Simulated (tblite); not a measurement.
# C6H12FNSi: the cost of one run

Computed with tblite 0.8.0 and PySCF 2.14.0, with density-fitted response routines of our own, on a single molecule in the gas phase. Atoms are numbered from 0 throughout.

### Step 1. The molecule as given

21 atoms, charge 0, multiplicity 1; geometry from: force field or distance geometry start.

Bonds of the start (Å): C0–C1 1.35, C1–C2 1.49, C1–Si3 1.88, Si3–C4 1.87, C4–F5 1.37, C4–C6 1.50, C6–N7 1.30, N7–C8 1.45, C0–H9 1.10, C0–H10 1.08, C2–H11 1.09, C2–H12 1.10, C2–H13 1.10, Si3–H14 1.48, Si3–H15 1.47, C4–H16 1.10, C6–H17 1.11, C8–H18 1.10, C8–H19 1.09, C8–H20 1.09.

### Step 2. Relaxing the molecule with GFN2-xTB

The job: settings as JSON, then the geometry in Å.

```
{"job": {"kind": "relax", "xc": "GFN2-xTB", "basis": "xTB"}, "charge": 0, "multiplicity": 1}
C     -2.265000    -1.636000     0.167100
C     -1.961300    -0.347300    -0.098300
C     -2.814200     0.789400     0.365300
Si    -0.408200     0.138100    -1.042100
C      0.876400     0.924400     0.073600
F      0.340600     2.084700     0.562800
C      1.307100     0.034200     1.202300
N      2.448800    -0.555500     1.378300
C      3.497000    -0.375400     0.386600
H     -3.181400    -1.893100     0.719100
H     -1.659400    -2.469000    -0.159600
H     -2.284200     1.446700     1.052100
H     -3.172000     1.387600    -0.482700
H     -3.712100     0.438000     0.886800
H      0.149000    -1.079400    -1.676300
H     -0.803600     1.053200    -2.120200
H      1.736500     1.223400    -0.538100
H      0.540100    -0.148400     1.984400
H      3.827600     0.672200     0.359700
H      4.360500    -0.983900     0.668300
H      3.168900    -0.686700    -0.606700
```

Command:

```sh
> OMP_NUM_THREADS=1 python probes_run.py task.json out
```

This one command runs all jobs of the session in turn.

**Question.** How long does this first job take on 1 thread of Intel Xeon 6975P-C, shared host, and how much memory does it need?

About 1 s, with a peak of 0.18 GiB.
